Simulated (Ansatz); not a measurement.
# TePb (rocksalt type): the cost of one run

Computed with Ansatz 0.2.0 (DFT LDA, with the methods named in each step, unless a step's input says otherwise).

### Step 1. Starting point

It takes space group Fm-3m (No. 225, cubic). The conventional cell has a = 6.381 Å, b = 6.381 Å, c = 6.381 Å, α = 90.00°, β = 90.00°, γ = 90.00°. Pb (site symmetry m-3m) is surrounded by 6 Te at 3.19 Å. Around Te (site symmetry m-3m) lie 6 Pb at 3.19 Å.

As a file:

```xyz
2
Lattice="0.0000 3.1905 3.1905 3.1905 0.0000 3.1905 3.1905 3.1905 0.0000" Properties=species:S:1:pos:R:3 pbc="T T T"
Pb    0.0000    0.0000    0.0000
Te    3.1905    3.1905    3.1905
```

Whether this phase is the stable one at these pressures isn't tested.

Atoms are numbered in the order of the input: Pb1, Te2.

### Step 2. The reference volume, LAPW

Contents of input.yaml:

```yaml
crystal:
  lattice:
    - [0.0, 3.1904605225, 3.1904605225]
    - [3.1904605225, 0.0, 3.1904605225]
    - [3.1904605225, 3.1904605225, 0.0]
  atoms:
    - { symbol: Pb, position: [0.0, 0.0, 0.0] }
    - { symbol: Te, position: [0.5, 0.5, 0.5] }
kpoints:
  mp_grid: { grid: [12, 12, 12] }
  band_path:
    path:
      - [0.0, 0.0, 0.0]
      - [0.5, 0.0, 0.5]
      - [0.625, 0.25, 0.625]
      - [0.375, 0.375, 0.75]
      - [0.0, 0.0, 0.0]
      - [0.5, 0.5, 0.5]
      - [0.5, 0.25, 0.75]
      - [0.5, 0.0, 0.5]
    npoints: 14
scf:
  occupations: { method: fermi_dirac, width: 0.08 }
hamiltonian:
  xc: lda
  pseudopotentials: { kind: all_electron, lapw: { basis_error: 0.001 } }
output:
  forces: true
  stress: true
  eigenvalues: true
  populations: true
  dos: { projected: true, de: 0.2, e_range: [-14, 8] }
```

Command:

```bash
$ ansatz run input.yaml --threads 1 --pin off --max-ram 2048MiB --backend cpu --events-out ev --progress --plain --runs-dir out
```

Q: Estimate wall time and peak memory on 1 thread of Arm Neoverse V1, shared host.

About 35 s, with a peak of 0.43 GiB.
